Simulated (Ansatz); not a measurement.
# Al3BP2: the cost of one run

Method: DFT PBE, scalar-relativistic, plane waves, PAW, in Ansatz 0.2.0.

## 1. The structure to begin with

The structure is tetragonal, space group P4/mmm (No. 123). Conventional cell: a = 3.744 Å, b = 3.744 Å, c = 7.615 Å, α = 90.00°, β = 90.00°, γ = 90.00°. Around Al (site symmetry 4mm) lie 1 Al at 1.98 Å and 4 P at 2.72 Å. Al (site symmetry 4/mmm) has 4 P at 1.87 Å and 2 Al at 1.98 Å as nearest neighbours. B (site symmetry 4/mmm) is surrounded by 4 P at 1.87 Å. P (site symmetry mmm) is surrounded by 2 Al at 1.87 Å and 2 B at 1.87 Å.

Structure file:

```cif
data_structure
_symmetry_space_group_name_H-M 'P4/mmm'
_symmetry_Int_Tables_number 123
_cell_length_a 3.7436
_cell_length_b 3.7436
_cell_length_c 7.6147
_cell_angle_alpha 90.000
_cell_angle_beta 90.000
_cell_angle_gamma 90.000
_cell_volume 106.72
loop_
_atom_site_label
_atom_site_type_symbol
_atom_site_symmetry_multiplicity
_atom_site_Wyckoff_symbol
_atom_site_fract_x
_atom_site_fract_y
_atom_site_fract_z
_atom_site_occupancy
Al1 Al 2 g 0.00000 0.00000 0.24023 1
Al2 Al 1 b 0.00000 0.00000 0.50000 1
B1 B 1 d 0.50000 0.50000 0.50000 1
P1 P 2 e 0.00000 0.50000 0.50000 1
```

The cell is invented: random cell by space group and Wyckoff sites (P4/mmm, No. 123). Its size is a rough estimate.

## 2. The guess as it stands, on a coarse mesh

File input.yaml:

```yaml
crystal:
  lattice:
    - [3.74363817, 0.0, 0.0]
    - [0.0, 3.74363817, 0.0]
    - [0.0, 0.0, 7.61468989]
  atoms:
    - { symbol: Al, position: [0.0, 0.0, 0.24022676] }
    - { symbol: Al, position: [0.0, 0.0, 0.75977324] }
    - { symbol: Al, position: [0.0, 0.0, 0.5] }
    - { symbol: B, position: [0.5, 0.5, 0.5] }
    - { symbol: P, position: [0.0, 0.5, 0.5] }
    - { symbol: P, position: [0.5, 0.0, 0.5] }
basis:
  ecutwfc: 420
kpoints:
  mp_grid: { grid: [4, 4, 2] }
hamiltonian:
  xc: pbe
scf:
  occupations: { method: gaussian, width: 0.1 }
  lower_state_search: "off"
output:
  forces: true
  stress: true
  eigenvalues: true
```

Launch:

```sh
$ ansatz run input.yaml --threads 1 --pin off --max-ram 2560MiB --backend cpu --events-out ev --progress --plain --runs-dir out
```

What time and memory should one allow on 1 thread of Intel Xeon at 2.70GHz, shared host?

About 3.5 s, with a peak of 0.35 GiB.
